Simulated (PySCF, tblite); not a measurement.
**C6H5O2S radical: geometry, infrared bands and EPR parameters**

Wanted: the infrared bands and EPR parameters of C6H5O2S radical (`CSc1[c]oc(=O)cc1`), by calculation.

The runs use tblite 0.8.0 and PySCF 2.14.0, with density-fitted response routines of our own; the level of theory stands in each step. All values are computed, except where a source is named. Atoms are numbered from 0 throughout.

### 1 The starting structure

14 atoms, charge 0, multiplicity 2; geometry from: force field or distance geometry start.

Bonds of the start (Å): C0–S1 1.81, S1–C2 1.69, C2–C3 1.30, C3–O4 1.32, O4–C5 1.39, C5–O6 1.22, C5–C7 1.51, C7–C8 1.36, C8–C2 1.46, C0–H9 1.10, C0–H10 1.09, C0–H11 1.08, C7–H12 1.09, C8–H13 1.08.

### 2 Optimising the geometry with GFN2-xTB

The job: settings as JSON, then the geometry in Å.

```
{"job": {"kind": "relax", "xc": "GFN2-xTB", "basis": "xTB"}, "charge": 0, "multiplicity": 2}
C      2.874600     0.274900    -0.011300
S      1.750100    -1.001200    -0.639900
C      0.224000    -0.406700    -0.225300
C     -0.064200     0.712600     0.364100
O     -1.083800     1.426300     0.817200
C     -2.291700     0.800800     0.540100
O     -3.371800     1.279300     0.848400
C     -2.195600    -0.530500    -0.164800
C     -1.018900    -1.100400    -0.528300
H      2.668900     1.231700    -0.502600
H      2.754700     0.395800     1.069600
H      3.895100    -0.017100    -0.218400
H     -3.158600    -1.010600    -0.360200
H     -0.983400    -2.055500    -1.040700
```

On the command line:

```console
OMP_NUM_THREADS=1 python probes_run.py task.json out
```

This one command runs all jobs of the session in turn.

**Question.** This job is followed by: GFN2-xTB harmonic vibrations, gas phase; UKS B3LYP, pcH-1 on C H O S, non-relativistic, mean-field spin-orbit, GIAO. What will the session give for the following? strongest single infrared mode (GFN2-xTB); zero-point energy (GFN2-xTB); g(iso) (B3LYP); ⟨S²⟩; largest a(iso) (averaged by class); potential on the surface of density 0.002 e/bohr³, 1st and 99th percentile.

**Answer**, as computed:

| quantity | value |
| --- | --- |
| strongest single infrared mode (GFN2-xTB) | 1768 cm⁻¹, 903 km/mol |
| zero-point energy (GFN2-xTB) | 57.6 kcal/mol |
| g(iso) (B3LYP) | 2.00216 |
| ⟨S²⟩ | 0.764 (exact 0.75) |
| largest a(iso) (averaged by class) | 13C on C3, 542.5 MHz |
| potential on the surface of density 0.002 e/bohr³, 1st and 99th percentile | -1.68 V and 1.44 V |

**Reading.** The optimisation took 21 steps and gained 0.609 eV; among the close pairs (by a distance rule), C5–C7 changed most, from 1.509 to 1.434 Å. The lowest mode is imaginary (105i cm⁻¹), so the xTB geometry is not a minimum: the zero-point energy counts the real modes alone, and all values at this geometry belong to a saddle point. The strongest single mode, at 1768 cm⁻¹, moves mainly C5 and O6. Unscaled tight-binding wavenumbers are off by several per cent, some by more. Its intensities can rank the bands wrongly. C3 carries the largest spin population, 0.95 e. The isotropic g lies 0.2 ppt below the free-electron value.
